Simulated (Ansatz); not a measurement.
# TaWC2 (R-3m) in Ansatz: a series of runs

The runs below take TaWC2 through single point, with PBEsol.

Program: Ansatz 0.2.0. These are calculated values, not measurements. Logs are shortened: lines on timing, memory, paths and dates and some standing lists are left out, and cuts for length are marked.

### 1 Starting point

It takes space group R-3m (No. 166, trigonal). The conventional cell has a = 3.144 Å, b = 3.144 Å, c = 15.305 Å, α = 90.00°, β = 90.00°, γ = 120.00°. Around W (site symmetry -3m) lie 6 C at 2.21 Å. Ta (site symmetry -3m) has 6 C at 2.23 Å as nearest neighbours. Around C (site symmetry 3m) lie 3 W at 2.21 Å and 3 Ta at 2.23 Å.

The cell comes from a database or a generator and needn't be the stable form of this composition.

### 2 Single point, PBEsol

Contents of input.yaml:

```yaml
crystal:
  lattice:
    - [1.5718551461, 0.9075109917, 5.1016196719]
    - [-1.5718551461, 0.9075109917, 5.1016196719]
    - [0.0, -1.8150219835, 5.1016196719]
  atoms:
    - { symbol: W, position: [0.0, 0.0, 0.0] }
    - { symbol: Ta, position: [0.5, 0.5, 0.5] }
    - { symbol: C, position: [0.250933, 0.250933, 0.250933] }
    - { symbol: C, position: [0.749067, 0.749067, 0.749067] }
hamiltonian:
  xc: pbesol
  pseudopotentials: { kind: nc, accuracy: standard }
kpoints:
  mp_grid: { grid: [10, 10, 10] }
scf:
  occupations: { method: fermi_dirac, width: 0.05 }
output:
  forces: true
  stress: true
  eigenvalues: true
  write_density: true
  write_potential: true
  elf: true
  volumetric_format: npy
```

Potentials or basis: PseudoDojo standard (PBEsol files).

Run with:

```sh
$ ansatz run input.yaml --threads 2 --pin off --max-ram 5632MiB --backend cpu --events-out ev --progress --plain --runs-dir out
```

The program printed:

```text
Warning: RAYON_NUM_THREADS=2 ignored (pool sized by the plan → 2); use --threads N
basis.fft_grid_basis auto: the FFT boxes are laid along the combinations [[1, -1, 0], [0, 1, 0], [0, -1, 1]] of the cell's own vectors, 3.144, 5.415 and 3.144 Å long. The dense box has 36×60×36 points. Along the cell's own vectors, as sized, it would have 60×60×60, 2.78 times as many. Of the 12 symmetry operations that the crystal satisfies within crystal.symmetry.tolerance (time reversal apart; of a slab, those that keep its plane) the dense box along the cell's own vectors carries 12, and the one as laid loses 8 of those. basis.fft_grid_basis: typed keeps the cell's own vectors: state it where this run's energies or levels are differenced outside the engine with another run's, or held beside a run that keeps those vectors. Those combinations have planes normal to reciprocal vector 3, as the cell's own vectors have. Each planar average written beside output.write_density, output.write_potential has a row for each plane of the box: 36. The volumetric files lie along those combinations, not along the cell's own vectors: a cube or XSF file states them, and fields.json those of NumPy files.
Engine: ansatz 0.2.0, aarch64-unknown-linux-gnu
Pseudopotentials: kind: nc
Pseudopotential: W, nc, valence charge 14, recommended cutoff 1006.821291 eV (normal), W.nc.azcp (PseudoDojo's, or run here from an input of PseudoDojo's; its table is named by hamiltonian.pseudopotentials.accuracy)
Pseudopotential: Ta, nc, valence charge 13, recommended cutoff 789.130201 eV (normal), Ta.nc.azcp (PseudoDojo's, or run here from an input of PseudoDojo's; its table is named by hamiltonian.pseudopotentials.accuracy)
Pseudopotential: C, nc, valence charge 4, recommended cutoff 1115.666836 eV (normal), C.nc.azcp (PseudoDojo's, or run here from an input of PseudoDojo's; its table is named by hamiltonian.pseudopotentials.accuracy)
Functional definition: PBEsol
  exchange = pbesol_x
  correlation = pbesol_c
Crystal: 4 atoms, lattice volume = 43.664 Å³
Basis set: ecut = 1115.666836 eV, 3687 PW (Γ), FFT grids on a1−a2, a2, −a2+a3, exchange–correlation on 72×120×72 points (8 copies of the dense FFT grid, shifted against one another)
Bands: 22, of which v1, the nominal top of the filled ones, is band 18 counted from 1 (17 counted from 0)
Symmetry: 12 space group operations
Space group: R-3m (ITA 166), of the structure as read, at distance tolerance 3.5e-5 Å
k-points: 116 of 1000
Non-local potential: W, projectors of the file, l = 0: 2, l = 1: 2, l = 2: 2, l = 3: 2
Non-local potential: Ta, projectors of the file, l = 0: 2, l = 1: 2, l = 2: 2, l = 3: 2
Non-local potential: C, projectors of the file, l = 0: 2, l = 1: 2
Initial density: superposition of atomic densities (chi_scale 0.1, normalization cell, long waves kept (reshape's long-wave potential 0.00 eV rms))
Initial wavefunctions: pseudopotential atomic-orbital guess
Functional: x = pbesol(κ = 0.804, μ = 0.12345679012345678), c = pbesol(β = 0.046)
SCF iter   1: F=—  HF=-4168.142705 eV  |F-HF|=—  |Δ(HF+E_count)|=         —  Δρ=1.71e-1  dr2=3.33e1  ethr=3.10e-3  ⟨swp⟩=6.1  Hψ=11898  notcnv=0
preconditioner: auto → Kerker (q_TF=auto, 2.630 Å⁻¹)  [metal: Δε(μ)=0.017 eV  Ē_g=9.180 eV  σ=0.050 eV  W_gap=0.08  n_scr=16 (ndim 8)  ℏωp=24.5 eV  f_vac=0.000  D(μ)=1.02/eV (n_scr^D=2)]
SCF iter   2: F=—  HF=-4162.622421 eV  |F-HF|=—  |Δ(HF+E_count)|=    5.52e0  Δρ=4.48e-2  dr2=2.25e0  ethr=3.10e-3  ⟨swp⟩=4.4  Hψ=6729  notcnv=0  defer=4
SCF iter   3: F=—  HF=-4162.270339 eV  |F-HF|=—  |Δ(HF+E_count)|=   3.52e-1  Δρ=2.09e-2  dr2=1.85e-1  ethr=3.10e-3  ⟨swp⟩=3.1  Hψ=4331  notcnv=0  defer=9
SCF iter   4: F=—  HF=-4162.218763 eV  |F-HF|=—  |Δ(HF+E_count)|=   5.16e-2  Δρ=6.97e-3  dr2=5.60e-2  ethr=5.27e-4  ⟨swp⟩=2.4  Hψ=4514  notcnv=0  defer=3
SCF iter   5: F=—  HF=-4162.210724 eV  |F-HF|=—  |Δ(HF+E_count)|=   8.04e-3  Δρ=1.48e-3  dr2=1.12e-3  ethr=1.60e-4  ⟨swp⟩=2.2  Hψ=3733  notcnv=0  defer=2
SCF iter   6: F=—  HF=-4162.210621 eV  |F-HF|=—  |Δ(HF+E_count)|=   1.03e-4  Δρ=6.29e-4  dr2=2.32e-4  ethr=3.20e-6  ⟨swp⟩=2.3  Hψ=4256  notcnv=0  defer=2
SCF iter   7: F=—  HF=-4162.210568 eV  |F-HF|=—  |Δ(HF+E_count)|=   5.38e-5  Δρ=1.56e-4  dr2=1.18e-5  ethr=6.62e-7  ⟨swp⟩=2.1  Hψ=3672  notcnv=0  defer=2
SCF iter   8: F=—  HF=-4162.210478 eV  |F-HF|=—  |Δ(HF+E_count)|=   8.98e-5  Δρ=2.14e-5  dr2=1.61e-7  ethr=3.38e-8  ⟨swp⟩=2.3  Hψ=4147  notcnv=0  defer=2
SCF iter   9: F=-4162.210478 eV  HF=-4162.210478 eV  |F-HF|=1.03e-9  |Δ(HF+E_count)|=   2.30e-8  Δρ=3.90e-6  dr2=3.94e-9  ethr=2.86e-10  ⟨swp⟩=12.2  Hψ=23285  notcnv=0
SCF 1 converged in 9 iterations: F = -4162.210478 eV  dr2 = 3.94e-9
SCF converged after 9 iterations
Free energy (F): -4162.210478 eV
Harris-Foulkes:  -4162.210478 eV  (|F-HF|=1.03e-9)
Internal energy: -4162.195687 eV  (E = F + TS)
E sigma→0 (E₀):  -4162.203083 eV
Entropy (-TS):   -0.014791 eV (-3.698 meV/atom)
Fermi energy:    20.424525 eV
--- Per-component energies (eV) ---
  E_band       = -143.870173
  E_kinetic    = 1238.740153
  E_local      = -1995.273376  (includes V_loc(G=0)·N_el)
  E_nonlocal   = 455.114327
  E_hartree    = 436.747502
  E_xc         = -964.482891
  E_vxc        = -715.946352  (∫ρ·V_xc dr)
  E_ewald      = -3333.041401
  E_smearing   = -0.014791  (= −TS)
  E_closure    = -0.000000  (closes the sum)
  Σ components = -4162.210478   (vs F -4162.210478, Δ=0.00e0)
--- Forces (eV/Å), atoms counted from 1 ---
  atom   1  W     -0.00000000     0.00000000     0.00000000
  atom   2  Ta     0.00000000     0.00000000    -0.00000000
  atom   3  C     -0.00000000    -0.00000000     0.05784696
  atom   4  C     -0.00000000     0.00000000    -0.05784696
  max |Σ_I F_I| component: 2.08e-17 eV/Å
--- Stress (GPa, compression-positive) ---
      -10.671134       0.000000       0.000000
        0.000000     -10.671134      -0.000000
        0.000000      -0.000000     -10.576128
  P = ⅓ Tr σ = -10.6395 GPa (-106.395 kbar)
--- Band table (eV; the first three rows and the last of 116) ---
  k-point 0: bands = ["-54.8758", "-48.5423", "-19.1325", "-18.9423", "-18.9423", "-15.1797", "-14.8167", "-14.8167", "5.1924", "9.7251", "11.2118", "14.3542", "14.3542", "18.2554", "18.2554", "18.3862", "19.6423", "19.6423", "19.7003", "20.2034", "20.2034", "22.3575"]
  k-point 1: bands = ["-54.8739", "-48.5393", "-19.1245", "-18.9802", "-18.9511", "-15.1732", "-14.8720", "-14.8291", "5.4435", "9.4763", "11.5253", "14.4935", "14.5227", "17.4078", "17.7701", "17.8262", "18.4263", "19.6189", "20.2346", "21.0592", "21.9040", "22.2718"]
  k-point 2: bands = ["-54.8688", "-48.5314", "-19.1035", "-19.0781", "-18.9740", "-15.1563", "-15.0144", "-14.8616", "6.1358", "9.0192", "12.2519", "14.7727", "14.8489", "15.5007", "16.6766", "17.0825", "18.4624", "20.1652", "21.1027", "21.5208", "21.8566", "22.7103"]
  k-point 115: bands = ["-54.8758", "-48.5424", "-19.1139", "-18.9421", "-18.9421", "-15.2156", "-14.8172", "-14.8172", "6.6834", "6.9212", "14.6283", "14.9114", "15.4496", "15.4496", "16.0918", "16.0918", "19.4662", "19.4662", "20.6259", "20.6259", "20.6542", "21.1366"]
```

Wall time 17 s (2 threads of Arm Neoverse V1, shared host); peak memory 0.57 GiB.

Results:

| Property | Result |
| --- | --- |
| Free energy | -4162.2105 eV |
| Pressure | -10.6 GPa |
| Largest force | 0.058 eV/Å |
| Band gap on the k mesh | none (metal or under the smearing width) |

Forces in eV/Å, atoms in the order of the input:
```
W    0.000  0.000  0.000
Ta   0.000  0.000  0.000
C    0.000  0.000  0.058
C    0.000  0.000 -0.058
```

Spin-orbit coupling is left out, which matters for the levels of Ta, W.

### 3 Single point, PBEsol

Changes to input.yaml since step 2:

```diff
@@ -12,3 +12,3 @@
   xc: pbesol
-  pseudopotentials: { kind: nc, accuracy: standard }
+  pseudopotentials: { kind: nc, accuracy: stringent }
 kpoints:
@@ -21,5 +21 @@
   eigenvalues: true
-  write_density: true
-  write_potential: true
-  elf: true
-  volumetric_format: npy
```

Potentials or basis: PseudoDojo stringent (PBEsol files).

Run with:

```sh
$ ansatz run input.yaml --threads 2 --pin off --max-ram 5632MiB --backend cpu --events-out ev --progress --plain --runs-dir out
```

The program printed:

```text
Warning: RAYON_NUM_THREADS=2 ignored (pool sized by the plan → 2); use --threads N
basis.fft_grid_basis auto: the FFT boxes are laid along the combinations [[1, 0, -1], [0, 1, -1], [0, 0, 1]] of the cell's own vectors, 3.144, 3.144 and 5.415 Å long. The dense box has 45×45×75 points. Along the cell's own vectors, as sized, it would have 75×75×75, 2.78 times as many. Of the 12 symmetry operations that the crystal satisfies within crystal.symmetry.tolerance (time reversal apart; of a slab, those that keep its plane) the dense box along the cell's own vectors carries 12, and the one as laid loses 8 of those. basis.fft_grid_basis: typed keeps the cell's own vectors: state it where this run's energies or levels are differenced outside the engine with another run's, or held beside a run that keeps those vectors.
[... 1 set-up line as earlier in the session ...]
[... 59 lines left out ...]
  P = ⅓ Tr σ = -10.8420 GPa (-108.420 kbar)
--- Band table (eV; the first three rows and the last of 116) ---
  k-point 0: bands = ["-52.8039", "-46.5065", "-17.0607", "-16.8699", "-16.8699", "-13.1259", "-12.7628", "-12.7628", "1.8306", "1.8569", "1.8569", "1.8615", "1.8615", "1.8615", "1.9129", "7.2634", "11.8080", "13.2836", "16.4276", "16.4276", "20.3268", "20.3268", "20.4570", "21.7251", "21.7251", "21.7835", "22.2783", "22.2783", "24.4267", "24.4267"]
  k-point 1: bands = ["-52.8019", "-46.5035", "-17.0526", "-16.9078", "-16.8787", "-13.1194", "-12.8180", "-12.7753", "1.8320", "1.8558", "1.8576", "1.8602", "1.8618", "1.8648", "1.9097", "7.5148", "11.5583", "13.5975", "16.5672", "16.5959", "19.4852", "19.8468", "19.9009", "20.4988", "21.6958", "22.3143", "23.1362", "23.9740", "24.3413", "24.5229"]
  k-point 2: bands = ["-52.7969", "-46.4956", "-17.0316", "-17.0057", "-16.9016", "-13.1026", "-12.9600", "-12.8077", "1.8352", "1.8524", "1.8576", "1.8577", "1.8644", "1.8737", "1.9017", "8.2081", "11.0998", "14.3247", "16.8451", "16.9235", "17.5801", "18.7521", "19.1590", "20.5365", "22.2402", "23.1799", "23.5919", "23.9286", "24.7838", "24.9679"]
  k-point 115: bands = ["-52.8038", "-46.5066", "-17.0420", "-16.8697", "-16.8697", "-13.1618", "-12.7634", "-12.7634", "1.8304", "1.8564", "1.8564", "1.8613", "1.8613", "1.8615", "1.9129", "8.7601", "8.9911", "16.7137", "16.9820", "17.5295", "17.5295", "18.1653", "18.1653", "21.5414", "21.5414", "22.6943", "22.6943", "22.7396", "23.2048", "27.3573"]
```

Run time: 32 s. Hardware: 2 threads of Arm Neoverse V1, shared host; peak memory 1 GiB.

What came out:

```yaml
Free_energy: -11211.4430 eV
Pressure: -10.8 GPa
Largest_force: 0.062 eV/Å
Band_gap_on_the_k_mesh: none (metal or under the smearing width)
```

Forces on the atoms (eV/Å):
```
W    0.000  0.000  0.000
Ta   0.000  0.000  0.000
C    0.000  0.000  0.062
C    0.000  0.000 -0.062
```

Levels at points of the mesh, in eV from the Fermi level:
```csv
k point,band 21,band 22,band 23,band 24,band 25,band 26,band 27,band 28,band 29,band 30
"(0.00, 0.00, 0.00)",-2.17,-2.17,-2.04,-0.77,-0.77,-0.72,-0.22,-0.22,1.93,1.93
"(0.00, 0.00, -0.50)",-5.46,-4.81,-4.43,-1.27,-0.73,1.45,2.13,3.11,3.62,5.04
"(0.00, -0.50, -0.50)",-5.14,-5.11,-2.16,-2.09,1.21,1.64,1.80,2.54,3.45,3.60
"(-0.50, -0.50, -0.50)",-4.97,-4.33,-4.33,-0.96,-0.96,0.20,0.20,0.24,0.71,4.86
```

The run has no spin-orbit coupling, so splittings on Ta, W are missing.

### 4 Single point, PBEsol

Changes to input.yaml since step 3:

```diff
@@ -12,3 +12,3 @@
   xc: pbesol
-  pseudopotentials: { kind: nc, accuracy: stringent }
+  pseudopotentials: { kind: paw, source: ansatz }
 kpoints:
```

Potentials or basis: Ansatz PAW earlier set.

Run with:

```sh
$ ansatz run input.yaml --threads 2 --pin off --max-ram 5632MiB --backend cpu --events-out ev --progress --plain --runs-dir out
```

Wall time 20 s (2 threads of Arm Neoverse V1, shared host); peak memory 0.64 GiB.

Results (log left out):

- Free energy: -34901.9793 eV
- Pressure: -10.8 GPa
- Largest force: 0.076 eV/Å
- Band gap on the k mesh: none (metal or under the smearing width)

Forces in eV/Å, atoms in the order of the input:
```
W    0.000  0.000  0.000
Ta   0.000  0.000  0.000
C    0.000  0.000  0.076
C    0.000  0.000 -0.076
```

Stress tensor (GPa, compression positive):
```
-10.81   0.00   0.00
  0.00 -10.81   0.00
  0.00   0.00 -10.70
```

Levels at points of the mesh, in eV from the Fermi level:
```
              k point  band 28  band 29  band 30  band 31  band 32  band 33  band 34  band 35  band 36  band 37
   (0.00, 0.00, 0.00)    -2.18    -2.18    -2.05    -0.77    -0.77    -0.71    -0.23    -0.23     1.93     1.93
  (0.00, 0.00, -0.50)    -5.46    -4.80    -4.42    -1.27    -0.73     1.45     2.14     3.12     3.62     5.04
 (0.00, -0.50, -0.50)    -5.14    -5.09    -2.15    -2.08     1.21     1.64     1.80     2.54     3.46     3.61
(-0.50, -0.50, -0.50)    -4.97    -4.33    -4.33    -0.96    -0.96     0.19     0.19     0.24     0.71     4.86
```

Caveat: the PAW data sets come from PBE, with cores solved anew for the run's functional, which leaves a small shift of forces and pressure. The run has no spin-orbit coupling, so splittings on Ta, W are missing.

### 5 Summary

```tsv
potentials or basis	cutoff (eV)	gap on the mesh (eV)	pressure (GPa)	largest force (eV/Å)
PseudoDojo standard (PBEsol files)	1116	none	-10.6	0.06
PseudoDojo stringent (PBEsol files)	1796	none	-10.8	0.06
Ansatz PAW earlier set	820	none	-10.8	0.08
```

Alike in all rows: task single point; level PBEsol; no spin polarisation; cell as given; k mesh 10 × 10 × 10; smearing fermi-dirac 0.05 eV.

Caveats: the PAW data sets come from PBE, with cores solved anew for the run's functional, which leaves a small shift of forces and pressure (some runs).

Total energies depend on the potentials used, so only differences within one code and one set of settings carry meaning.
